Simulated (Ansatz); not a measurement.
# Ge: the cost of one run

Program: Ansatz 0.2.0. Level of theory: DFT PBEsol, scalar-relativistic, plane waves, PAW. These are calculated values, not measurements.

2 further runs of the same task are left out: 2 set aside as unsound or not needed.

## (1) The system as given

The structure is orthorhombic, space group Cmce (No. 64). Conventional cell: a = 3.727 Å, b = 10.868 Å, c = 4.298 Å, α = 90.00°, β = 90.00°, γ = 90.00°. Around As (site symmetry m) lie 3 As at 2.48 to 2.50 Å.

As a file:

```cif
data_structure
_symmetry_space_group_name_H-M 'Cmce'
_symmetry_Int_Tables_number 64
_cell_length_a 3.7266
_cell_length_b 10.8681
_cell_length_c 4.2982
_cell_angle_alpha 90.000
_cell_angle_beta 90.000
_cell_angle_gamma 90.000
_cell_volume 174.08
loop_
_atom_site_label
_atom_site_type_symbol
_atom_site_symmetry_multiplicity
_atom_site_Wyckoff_symbol
_atom_site_fract_x
_atom_site_fract_y
_atom_site_fract_z
_atom_site_occupancy
As1 As 8 f 0.00000 0.88811 0.94394 1
```

It is the result of an earlier relaxation at this level (volume 21.76 Å³/atom; gap on the mesh: none (metal)).

## (2) The substitution As → Ge

The start of Ge: fractional positions of relaxed As, cell scaled by 1.006, a guess from tabulated radii.

## (3) Quick check of gap, pressure and forces (Ge)

The input, input.yaml:

```yaml
crystal:
  lattice:
    - [1.8736515591, -5.4642347147, 0.0]
    - [1.8736515591, 5.4642347147, 0.0]
    - [0.0, 0.0, 4.3220870608]
  atoms:
    - { symbol: Ge, position: [0.111888215, 0.888111785, 0.9439421198] }
    - { symbol: Ge, position: [0.611888215, 0.388111785, 0.5560578802] }
    - { symbol: Ge, position: [0.888111785, 0.111888215, 0.0560578802] }
    - { symbol: Ge, position: [0.388111785, 0.611888215, 0.4439421198] }
basis:
  ecutwfc: 420
kpoints:
  mp_grid: { grid: [6, 6, 4] }
hamiltonian:
  xc: pbesol
scf:
  occupations: { method: gaussian, width: 0.1 }
output:
  forces: true
  stress: true
  eigenvalues: true
```

Command:

```
ansatz run input.yaml --threads 1 --pin off --max-ram 2560MiB --backend cpu --events-out ev --progress --plain --runs-dir out
```

**Question.** How long does this run take on 1 thread of Intel Xeon 6975P-C (Granite Rapids), shared host, and how much memory does it need?

About 3.2 s, with a peak of 0.45 GiB.
